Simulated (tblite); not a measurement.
# C4H11B2ClO2: the cost of one run

Computed with tblite 0.8.0 and PySCF 2.14.0, with density-fitted response routines of our own, on a single molecule in the gas phase. Atoms are numbered from 0 throughout.

### Step 1. The starting structure

20 atoms, charge 0, multiplicity 1; geometry from: force field or distance geometry start.

Bonds of the start (Å): C0–B1 1.59, B1–C2 1.58, B1–C3 1.57, C3–C4 1.50, C4–O5 1.39, O5–B6 1.48, B6–O7 1.48, B6–Cl8 1.86, C0–H9 1.11, C0–H10 1.12, C0–H11 1.11, C2–H12 1.12, C2–H13 1.10, C2–H14 1.13, C3–H15 1.11, C3–H16 1.14, C4–H17 1.11, C4–H18 1.12, O7–H19 0.98.

### Step 2. Relaxing the molecule with GFN2-xTB

Job settings and geometry (Å):

```
{"job": {"kind": "relax", "xc": "GFN2-xTB", "basis": "xTB"}, "charge": 0, "multiplicity": 1}
C     -2.075600     1.652400     0.641800
B     -1.519900     0.164900     0.495100
C     -2.276300    -0.852100    -0.448000
C     -0.041900    -0.076700     0.964700
C      0.904800    -0.386600    -0.159400
O      2.153300    -0.574600     0.416600
B      3.165700    -0.873900    -0.627500
O      4.536200    -0.445000    -0.256900
Cl     2.665900    -0.855600    -2.416900
H     -2.969900     1.728400    -0.013800
H     -2.327900     1.803900     1.719900
H     -1.297300     2.393900     0.352400
H     -3.142200    -1.236100     0.151000
H     -1.593200    -1.649100    -0.793200
H     -2.692900    -0.289100    -1.329500
H      0.303500     0.837300     1.498400
H     -0.085600    -0.949300     1.695900
H      0.998100     0.438000    -0.892000
H      0.637500    -1.343100    -0.676000
H      4.652400     0.522900    -0.325700
```

Command:

```sh
$ OMP_NUM_THREADS=1 python probes_run.py task.json out
```

This one command runs all jobs of the session in turn.

**Question.** How long does this first job take on 1 thread of Arm Neoverse N1, shared host, and how much memory does it need?

About 3.9 s, with a peak of 0.19 GiB.
